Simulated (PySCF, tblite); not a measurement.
# C₄H₁₄Ge₂Si: geometry, infrared bands and NMR shifts

Wanted: the infrared bands and NMR shifts of C₄H₁₄Ge₂Si (`C=C[CH2][Ge@]([CH3])([SiH3])[GeH3]`), by calculation.

Computed with tblite 0.8.0 and PySCF 2.14.0, with density-fitted response routines of our own, on a single molecule in the gas phase. Atoms are numbered from 0 throughout.

## (1) Starting geometry

21 atoms, charge 0, multiplicity 1; geometry from: force field or distance geometry start.

Bonds of the start (Å): C0–C1 1.35, C1–C2 1.49, C2–Ge3 1.94, Ge3–C4 1.94, Ge3–Si5 2.31, Ge3–Ge6 2.40, C0–H7 1.08, C0–H8 1.08, C1–H9 1.09, C2–H10 1.12, C2–H11 1.11, C4–H12 1.11, C4–H13 1.11, C4–H14 1.11, Si5–H15 1.48, Si5–H16 1.47, Si5–H17 1.47, Ge6–H18 1.54, Ge6–H19 1.56, Ge6–H20 1.55.

## (2) Geometry optimisation with GFN2-xTB

The job: settings as JSON, then the geometry in Å.

```
{"job": {"kind": "relax", "xc": "GFN2-xTB", "basis": "xTB"}, "charge": 0, "multiplicity": 1}
C      2.133600    -0.184100    -1.821600
C      1.507400     0.925300    -1.390000
C      0.027800     0.999500    -1.263900
Ge    -0.610900     0.076300     0.317200
C     -2.502500     0.438800     0.578500
Si     0.547100     0.815100     2.176800
Ge    -0.308600    -2.291600     0.102200
H      1.562900    -1.054100    -2.107500
H      3.211800    -0.208500    -1.900100
H      2.104200     1.790500    -1.119800
H     -0.469800     0.575500    -2.172700
H     -0.283100     2.065500    -1.176900
H     -2.870000    -0.081100     1.489300
H     -2.646000     1.532800     0.685000
H     -3.068400     0.090300    -0.312300
H      0.057700     0.118100     3.388100
H      0.347600     2.266900     2.333300
H      1.982700     0.531200     1.995600
H     -0.976700    -2.771800    -1.202100
H     -0.958300    -3.005300     1.323200
H      1.202600    -2.612200     0.077300
```

On the command line:

```sh
OMP_NUM_THREADS=1 python probes_run.py task.json out
```

The driver reads the jobs from task.json and runs them one after another.

Output:

```text
step      E/eV     max force
  0    -577.81038    1.614
  1    -577.91654    1.278
  2    -577.97480    0.517
  3    -578.00427    0.396
  4    -578.04450    0.411
  5    -578.05923    0.317
  6    -578.08157    0.370
  7    -578.09590    0.387
  8    -578.11094    0.374
  9    -578.12102    0.297
 10    -578.12821    0.269
 11    -578.13239    0.173
 12    -578.13621    0.192
 13    -578.13987    0.158
 14    -578.14249    0.103
 15    -578.14396    0.077
 16    -578.14479    0.068
 17    -578.14538    0.052
 18    -578.14595    0.062
 19    -578.14665    0.074
 20    -578.14766    0.110
 21    -578.14912    0.125
 22    -578.15099    0.095
 23    -578.15293    0.107
 24    -578.15465    0.087
 25    -578.15601    0.067
 26    -578.15706    0.067
 27    -578.15803    0.076
 28    -578.15910    0.108
 29    -578.16040    0.122
 30    -578.16179    0.099
 31    -578.16292    0.066
 32    -578.16372    0.063
 33    -578.16436    0.084
 34    -578.16495    0.097
 35    -578.16552    0.083
 36    -578.16595    0.051
 37    -578.16624    0.033
 38    -578.16649    0.039
 39    -578.16677    0.057
 40    -578.16710    0.067
 41    -578.16745    0.060
 42    -578.16773    0.041
 43    -578.16791    0.026
 44    -578.16804    0.033
 45    -578.16820    0.043
 46    -578.16839    0.039
 47    -578.16862    0.040
 48    -578.16884    0.037
 49    -578.16905    0.035
 50    -578.16931    0.037
 51    -578.16961    0.046
 52    -578.16992    0.048
 53    -578.17018    0.042
 54    -578.17040    0.036
 55    -578.17062    0.040
 56    -578.17084    0.049
 57    -578.17105    0.048
 58    -578.17125    0.038
 59    -578.17143    0.030
 60    -578.17161    0.030
 61    -578.17175    0.025
 62    -578.17185    0.020
 63    -578.17193    0.019
 64    -578.17202    0.022
 65    -578.17213    0.031
 66    -578.17226    0.036
 67    -578.17241    0.039
 68    -578.17258    0.041
 69    -578.17275    0.036
 70    -578.17290    0.026
 71    -578.17302    0.027
 72    -578.17313    0.027
 73    -578.17323    0.028
 74    -578.17330    0.021
 75    -578.17335    0.014
 76    -578.17339    0.015
 77    -578.17343    0.016
 78    -578.17346    0.013
 79    -578.17349    0.009
```

Run time: 1.3 s. Hardware: 1 thread of Arm Neoverse N1, shared host; peak memory 0.18 GiB.

Along the way: (not every step is listed)

| step | energy from step 0 (eV) | largest force (eV/Å) |
| --- | --- | --- |
| 0 | 0.0000 | 1.6141 |
| 1 | -0.1062 | 1.2776 |
| 2 | -0.1644 | 0.5173 |
| 3 | -0.1939 | 0.3962 |
| 4 | -0.2341 | 0.4108 |
| 5 | -0.2488 | 0.3167 |
| 6 | -0.2712 | 0.3702 |
| 7 | -0.2855 | 0.3868 |
| 8 | -0.3006 | 0.3738 |
| 14 | -0.3321 | 0.1033 |
| 20 | -0.3373 | 0.1097 |
| 26 | -0.3467 | 0.0672 |
| 32 | -0.3533 | 0.0631 |
| 38 | -0.3561 | 0.0387 |
| 44 | -0.3577 | 0.0332 |
| 50 | -0.3589 | 0.0375 |
| 56 | -0.3605 | 0.0490 |
| 62 | -0.3615 | 0.0198 |
| 68 | -0.3622 | 0.0407 |
| 74 | -0.3629 | 0.0210 |
| 75 | -0.3630 | 0.0144 |
| 76 | -0.3630 | 0.0149 |
| 77 | -0.3631 | 0.0159 |
| 78 | -0.3631 | 0.0134 |
| 79 | -0.3631 | 0.0094 |

Distances of close pairs at the start and the end, largest changes first:

| bond | before (Å) | after (Å) | change (Å) |
| --- | --- | --- | --- |
| C2–Ge3 | 1.939 | 2.020 | +0.081 |
| Ge3–C4 | 1.944 | 1.999 | +0.055 |
| Ge3–Si5 | 2.312 | 2.367 | +0.055 |
| Ge6–H19 | 1.556 | 1.507 | -0.050 |
| Ge6–H20 | 1.545 | 1.502 | -0.043 |
| Ge6–H18 | 1.542 | 1.507 | -0.035 |
| C2–H10 | 1.120 | 1.091 | -0.028 |
| Ge3–Ge6 | 2.397 | 2.425 | +0.028 |

The final coordinates are the input of the step that follows.

## (3) Infrared spectrum with GFN2-xTB

The job: settings as JSON, then the geometry in Å.

```
{"job": {"kind": "ir", "xc": "GFN2-xTB", "basis": "xTB"}, "charge": 0, "multiplicity": 1}
C      2.128232    -0.162097    -1.987205
C      1.507214     0.820560    -1.356028
C      0.035012     0.946496    -1.252197
Ge    -0.586345     0.095086     0.470698
C     -2.549938     0.451242     0.583838
Si     0.601109     0.969838     2.321868
Ge    -0.309124    -2.279993     0.067181
H      1.578115    -0.923516    -2.518676
H      3.201606    -0.240783    -2.011938
H      2.081503     1.572732    -0.827408
H     -0.454056     0.430119    -2.079614
H     -0.268801     1.993392    -1.269750
H     -2.984334    -0.050581     1.444938
H     -2.743600     1.516490     0.682880
H     -3.061765     0.095069    -0.307115
H      0.145109     0.369396     3.576554
H      0.386980     2.416554     2.403318
H      2.035557     0.718879     2.182115
H     -0.844913    -2.749935    -1.260627
H     -1.008837    -3.178873     1.053227
H      1.102356    -2.793130     0.083470
```

Output:

```text
mode    cm-1     km/mol
  1      15.2      0.11
  2      27.2      0.04
  3      47.4      0.07
  4      64.9      1.17
  5      69.7      0.58
  6      94.4      1.79
  7     108.1      0.27
  8     112.2      0.66
  9     124.6      5.78
 10     126.7      6.73
 11     217.6      4.02
 12     231.0     11.41
 13     338.9      4.34
 14     363.2     13.40
 15     372.9      9.16
 16     415.2      5.57
 17     447.5     22.10
 18     450.3     10.90
 19     490.8     27.87
 20     549.0     43.85
 21     672.8      5.82
 22     733.9    974.79
 23     746.2      9.95
 24     753.4    126.78
 25     780.7    200.62
 26     782.4    140.67
 27     787.0    193.51
 28     806.2    328.47
 29     872.2     24.95
 30     876.8    125.16
 31     882.6    134.19
 32     950.3      7.82
 33    1007.2     14.65
 34    1035.4     16.52
 35    1146.4     29.71
 36    1183.0      7.82
 37    1291.9      3.61
 38    1317.4      0.87
 39    1406.6      4.60
 40    1450.8      1.20
 41    1465.5      1.49
 42    1468.9      0.37
 43    1699.0     31.32
 44    1879.4    292.51
 45    1974.3    542.84
 46    1999.8    504.38
 47    2236.6    189.11
 48    2247.1    333.84
 49    2256.0    329.92
 50    2955.3     30.87
 51    2962.3     31.70
 52    3004.8     25.58
 53    3007.6     38.54
 54    3009.6     15.84
 55    3029.6     49.30
 56    3079.5     30.00
 57    3120.7     47.51
```

Wall time 1.8 s (1 thread of Arm Neoverse N1, shared host); peak memory 0.18 GiB.

The strongest bands and the atoms that carry them (share of the mass-weighted mode):

| cm⁻¹ | km/mol | atoms |
| --- | --- | --- |
| 734 | 974.8 | H17 12 %, H14 11 %, H15 11 % |
| 781 | 200.6 | H16 25 %, H17 22 %, H15 13 %, H14 11 % |
| 806 | 328.5 | H18 25 %, H20 23 %, H19 23 % |
| 1879 | 292.5 | H18 43 %, H19 36 %, H20 21 % |
| 1974 | 542.8 | H19 51 %, H18 47 % |
| 2000 | 504.4 | H20 78 %, H19 12 % |
| 2247 | 333.8 | H15 81 %, H16 13 % |
| 2256 | 329.9 | H17 89 % |

## (4) Nuclear shieldings: PBE0/pcSseg-1

Settings changed since step 3:

```diff
@@ -1,2 +1,2 @@
-{"job": {"kind": "ir", "xc": "GFN2-xTB", "basis": "xTB"}, "charge": 0, "multiplicity": 1}
+{"job": {"kind": "nmr", "xc": "PBE0", "basis": "pcSseg-1"}, "charge": 0, "multiplicity": 1}
 C      2.128232    -0.162097    -1.987205
```

With the program's defaults for keys left out, this is: GIAO PBE0/pcSseg-1 NMR shielding, non-relativistic, gas phase.

Output:

```text
coarse grid: 76576 points
cycle   1  E = -4602.8977310402  dE = -1.064e+00  |g| = 1.235e+00  |ddm| = 4.205e+00
cycle   2  E = -4602.8461195214  dE =  5.161e-02  |g| = 1.249e+00  |ddm| = 1.302e+00
cycle   3  E = -4603.0152609994  dE = -1.691e-01  |g| = 1.288e-01  |ddm| = 8.790e-01
cycle   4  E = -4603.0180915630  dE = -2.831e-03  |g| = 4.063e-02  |ddm| = 1.628e-01
cycle   5  E = -4603.0184645501  dE = -3.730e-04  |g| = 6.921e-03  |ddm| = 4.435e-02
cycle   6  E = -4603.0184716615  dE = -7.111e-06  |g| = 2.820e-03  |ddm| = 8.436e-03
final grid: 158048 points
cycle   7  E = -4603.0185104201  dE =  3.137e-06  |g| = 4.501e-03  |ddm| = 7.178e-03
cycle   8  E = -4603.0184999124  dE =  1.051e-05  |g| = 7.793e-03  |ddm| = 1.049e-02
cycle   9  E = -4603.0185157390  dE = -1.583e-05  |g| = 4.185e-04  |ddm| = 6.544e-03
cycle  10  E = -4603.0185157922  dE = -5.322e-08  |g| = 8.870e-05  |ddm| = 6.128e-04
cycle  11  E = -4603.0185157929  dE = -7.349e-10  |g| = 3.880e-06  |ddm| = 5.025e-05
converged SCF energy = -4603.0185157929

GIAO shielding tensors (ppm)
atom      isotropic    diamagn.    paramagn.     s11        s22        s33       span
  0 C       67.662     255.091    -187.429    -43.339     88.335    157.991    201.329
  1 C       42.507     258.792    -216.285    -81.225     46.308    162.437    243.662
  2 C      156.168     252.383     -96.216    134.611    157.275    176.618     42.007
  3 Ge    1465.284    2760.771   -1295.487   1382.598   1457.124   1556.130    173.531
  4 C      186.180     250.741     -64.561    179.214    185.210    194.115     14.902
  5 Si     458.182     881.339    -423.157    444.836    454.451    475.258     30.422
  6 Ge    1680.486    2756.367   -1075.881   1619.905   1679.680   1741.873    121.968
  7 H       26.479      32.779      -6.300     21.753     25.953     31.731      9.978
  8 H       26.566      29.668      -3.103     23.276     25.596     30.825      7.549
  9 H       25.497      32.595      -7.098     22.599     24.686     29.207      6.609
 10 H       29.527      34.028      -4.501     26.225     27.124     35.232      9.008
 11 H       29.665      32.758      -3.093     25.157     27.745     36.092     10.935
 12 H       31.273      30.410       0.863     25.885     28.123     39.811     13.926
 13 H       31.213      30.896       0.317     25.528     28.158     39.952     14.424
 14 H       31.110      31.416      -0.307     25.566     28.860     38.903     13.338
 15 H       28.207      29.183      -0.976     24.076     25.960     34.585     10.509
 16 H       28.098      29.461      -1.363     24.137     25.568     34.590     10.453
 17 H       28.034      29.584      -1.550     23.782     26.457     33.862     10.080
 18 H       28.503      30.584      -2.082     21.737     23.053     40.717     18.980
 19 H       28.620      29.981      -1.362     21.622     22.971     41.266     19.643
 20 H       28.431      30.476      -2.045     21.365     23.485     40.444     19.079
```

It took 2.1 min on 1 thread of Arm Neoverse N1, shared host; peak memory 1.1 GiB.

Shifts follow as δ = σ(reference) − σ, with reference shieldings (ppm) from runs at the same level and on the same kind of geometry: 1H TMS 31.72, 13C TMS 186.9, 29Si TMS 349.2, 73Ge GeMe4 1331. The references are single molecules in the gas phase. Atoms listed in one row are averaged.

| atoms | environment | σ (ppm) | δ (ppm) |
| --- | --- | --- | --- |
| C1 | alkene CH | 42.5 | 144.4 |
| C0 | terminal =CH2 carbon | 67.7 | 119.3 |
| C2 | allylic sp3 CH2 bonded to Ge | 156.2 | 30.8 |
| C4 | methyl carbon bonded to Ge | 186.2 | 0.7 |
| H9 | hydrogen on an alkene CH | 25.50 | 6.22 |
| H7 | hydrogen on a terminal =CH2 carbon | 26.48 | 5.24 |
| H8 | hydrogen on a terminal =CH2 carbon | 26.57 | 5.15 |
| H15, H16, H17 | hydrogen on a silicon bonded to Ge | 28.11 | 3.60 |
| H18, H19, H20 | hydrogen on a germanium bonded to Ge | 28.52 | 3.20 |
| H10 | hydrogen on an allylic sp3 CH2 bonded to Ge | 29.53 | 2.19 |
| H11 | hydrogen on an allylic sp3 CH2 bonded to Ge | 29.66 | 2.05 |
| H12, H13, H14 | hydrogen on a methyl carbon bonded to Ge | 31.20 | 0.52 |
| Ge3 | germanium bonded to 2 C, Ge, Si | 1465 | -134 |
| Ge6 | germanium bonded to Ge, 3 H | 1680 | -350 |
| Si5 | silicon bonded to Ge, 3 H | 458.2 | -109.0 |

The run also stored atomic charges by several schemes (e):

| atoms | Mulliken | IAO | Hirshfeld | ESP fit |
| --- | --- | --- | --- | --- |
| C0 | -0.15 | -0.34 | -0.11 | -0.52 |
| C1 | -0.24 | -0.13 | -0.05 | -0.07 |
| C2 | -0.38 | -0.48 | -0.15 | -0.36 |
| Ge3 | -0.06 | 0.43 | 0.24 | 0.39 |
| C4 | -0.50 | -0.66 | -0.20 | -0.67 |
| Si5 | 0.41 | 0.30 | 0.21 | 0.19 |
| Ge6 | 0.05 | 0.18 | 0.18 | -0.02 |

Mayer bond orders: C0–C1 1.96, C1–C2 1.04, C2–Ge3 0.93, Ge3–C4 1.03, Ge3–Si5 0.89, Ge3–Ge6 0.92.

The fields below are evaluated on a grid from the run's orbitals.

Frontier orbitals at PBE0/pcSseg-1, with the share of their density that lies nearest to each atom:

| orbital | energy (eV) | lies on |
| --- | --- | --- |
| HOMO | -6.97 | C0 32 %; C1 21 %; C2 13 % |
| LUMO | -0.15 | Ge3 19 %; H16, H18 about 12 % each; Ge6 12 % |

ELF in a plane through or near 5 of the atoms.

Ten even steps from ' ' (0.00) to '@' (1.00):
```
                                                        
                                                        
                                ::--..                  
                              ==@@@@@@##..              
                  ....      ..##@@@@@@@@==              
              ..%%@@@@##      ==@@@@@@%%::              
              ..%%@@@@@@    ..::==++--..                
        --==::  ==%%@@**    ::++++--..                  
      --%%@@%%++##++--++..----::====..                  
      ::##%%%%==--%%**==--==::##----==....              
        ..--**++**==..  ::--::**--==**++%%@@**..        
          --@@@@@@++    ..==--::--**++%%@@@@@@--        
          ++@@@@@@--    ..--++==::..::**@@@@%%..        
            ==++..    ::====--::        --++..          
                    ==@@@@@@**::                        
                  ..%%@@@@@@@@--                        
                    ==@@@@@@##..                        
                      ..--::                            
                                                        
                                                        
```
The map spans 12.7 Å across and 11.3 Å up, centred on the molecule. Atoms in the plane (x, y in Å): C0 (-2.9, 0.1), Ge3 (0.8, 0.0), H7 (-3.0, -0.9), H9 (-1.9, 1.9), H12 (3.2, -0.9).

log10 of the density (e/Å³) in the same plane.

Ten even steps from ' ' (-4.0) to '@' (1.6):
```
                                                        
                              ........                  
                          ....::::--::::..              
                    ..  ..::::--======--::..            
              ..::::::::::::--==++++++==--..            
          ..::--==++++==----==++++**++==--::..          
      ..::----==++****++======++++++++==--::..          
    ..::--==++++**####**====++++++++==----::..          
    ..--==******######**++++******++++==--::::..        
    ..--++**##@@####********##@@%%**++++====--::..      
    ..--==++**####**++++++**##@@%%********++==--..      
      ::--==**##**++====++++************##**==--..      
      ..::==++++++======++++++++++++++++**++==--..      
        ..::--==------==++++++++==========----::        
          ....::::--==++++++++==----::::::::..          
                ..::==++++++====--::....                
                ..::--========--::..                    
                  ....::--::::::..                      
                      ........                          
                                                        
```
The map spans 12.7 Å across and 11.3 Å up, centred on the molecule. Atoms in the plane (x, y in Å): C0 (-2.9, 0.1), Ge3 (0.8, 0.0), H7 (-3.0, -0.9), H9 (-1.9, 1.9), H12 (3.2, -0.9).

On the surface of density 0.002 e/bohr³ the electrostatic potential runs, from the 1st to the 99th percentile, from -0.61 V near C0 to 0.86 V near H16.

## (5) Results

```
                                                              quantity                                               value
                             strongest single infrared mode (GFN2-xTB)                                734 cm⁻¹, 975 km/mol
                                          zero-point energy (GFN2-xTB)                                       93.7 kcal/mol
                                13C shifts against TMS (PBE0/pcSseg-1)                         144.4, 119.3, 30.8, 0.7 ppm
1H shifts against TMS (PBE0/pcSseg-1, means over atoms taken as alike)  6.22, 5.24, 5.15, 3.60, 3.20, 2.19, 2.05, 0.52 ppm
                             73Ge shifts against GeMe4 (PBE0/pcSseg-1)                                      -134, -350 ppm
                               29Si shifts against TMS (PBE0/pcSseg-1)                                          -109.0 ppm
                                 surface potential, 1st and 99th percentile                                  -0.61 V and 0.86 V
```

In words: Relaxing lowered the energy by 0.363 eV in 79 steps; the close pair that moved most is C2–Ge3, from 1.939 to 2.020 Å. No mode is imaginary among the 57: a minimum at this level. The strongest single mode, at 734 cm⁻¹, has its largest shares on H17, H14 and H15 (the list is cut at 3 atoms). Unscaled tight-binding wavenumbers are off by several per cent, some by more. Its intensities can rank the bands wrongly. C1 (alkene CH) lies farthest downfield among carbon, at 144.4 ppm; an sp2 carbon of a C=C bond. The most deshielded hydrogen is H9 (hydrogen on an alkene CH), at 6.22 ppm: a vinylic proton, deshielded by the sp2 carbon and the C=C anisotropy. At PBE0/pcSseg-1: Shielding is most anisotropic at C1 (span 244 ppm, paramagnetic term -216 ppm). Spin-orbit coupling is left out, which matters for shieldings and couplings at and beside the heavy atoms.
